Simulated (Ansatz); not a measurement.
# C4H4O3: basis-set convergence

Aim: see how fast density functionals converge with the basis set for C4H4O3.

The runs use Ansatz 0.2.0, Gaussian basis; one geometry, several basis sets.

Levels to be run: PBE0-D4/def2-SVP; ωB97M-V/def2-SVP; PBE0-D4/def2-QZVPP; ωB97M-V/def2-QZVPP; the functionals' def2-TZVPP values are taken from earlier runs.

## (1) Structure used throughout

The geometry comes from an earlier relaxation with PBE0-D4 in a triple-zeta def2 set; it is a stationary point, not always the lowest conformer.

11 atoms, charge 0, spin multiplicity 1.

Atoms are counted from 1 here; the program's logs count them from 0.

Bond lengths: C1–C2 1.195 Å, C1–H8 1.063 Å, C2–O3 1.305 Å, O3–C4 1.374 Å, C4–O5 1.188 Å, C4–O6 1.316 Å, O6–C7 1.429 Å, C7–H9 1.087 Å, C7–H10 1.090 Å, C7–H11 1.090 Å. Angles: C2–C1–H8 179.0°, C1–C2–O3 175.7°, C2–O3–C4 117.0°, O3–C4–O5 125.3°, O3–C4–O6 106.1°, O5–C4–O6 128.7°, C4–O6–C7 114.3°, O6–C7–H9 105.5°, O6–C7–H10 110.3°, O6–C7–H11 110.3°, H9–C7–H10 110.6°, H9–C7–H11 110.6°, H10–C7–H11 109.4°.

## (2) PBE0-D4 in def2-SVP

in.yaml reads:

```yaml
crystal:
  periodic: [false, false, false]
  atoms:
    - {symbol: C, position_ang: [-1.514779, -2.072111, 2.216956]}
    - {symbol: C, position_ang: [-1.007637, -1.662924, 1.215778]}
    - {symbol: O, position_ang: [-0.469488, -1.305198, 0.082362]}
    - {symbol: C, position_ang: [0.003153, -0.018408, -0.004482]}
    - {symbol: O, position_ang: [-0.040467, 0.788722, 0.866503]}
    - {symbol: O, position_ang: [0.493089, 0.108418, -1.219345]}
    - {symbol: C, position_ang: [1.038840, 1.397960, -1.502124]}
    - {symbol: H, position_ang: [-1.963328, -2.420369, 3.115330]}
    - {symbol: H, position_ang: [1.398947, 1.342298, -2.525961]}
    - {symbol: H, position_ang: [0.269033, 2.163918, -1.406534]}
    - {symbol: H, position_ang: [1.857941, 1.620592, -0.818083]}
basis:
  gaussian: {orbitals: def2-SVP}
hamiltonian: {xc: pbe0, dispersion: d4}
output: {orbitals: {seedname: orbitals}}
```

Further steps of the session: ωB97M-V in def2-SVP; PBE0-D4 in def2-QZVPP; ωB97M-V in def2-QZVPP.

**Question.** What will the summary of the whole plan be? Wanted: PBE0-D4: double and triple zeta above quadruple; ωB97M-V: double and triple zeta above quadruple.

The runs gave:

```
                                       quantity           value
PBE0-D4: double and triple zeta above quadruple  12.42, 0.55 eV
ωB97M-V: double and triple zeta above quadruple  12.74, 0.51 eV
```

What this shows: For PBE0-D4 the step from double to triple zeta gains 11.87 eV and the next only 0.55 eV. Total energies overstate the basis error of differences, where much of it tends to cancel. The LUMO of ωB97M-V is positive and keeps falling with the basis (2.75 to 1.77 eV): an unbound level that the basis holds in place.
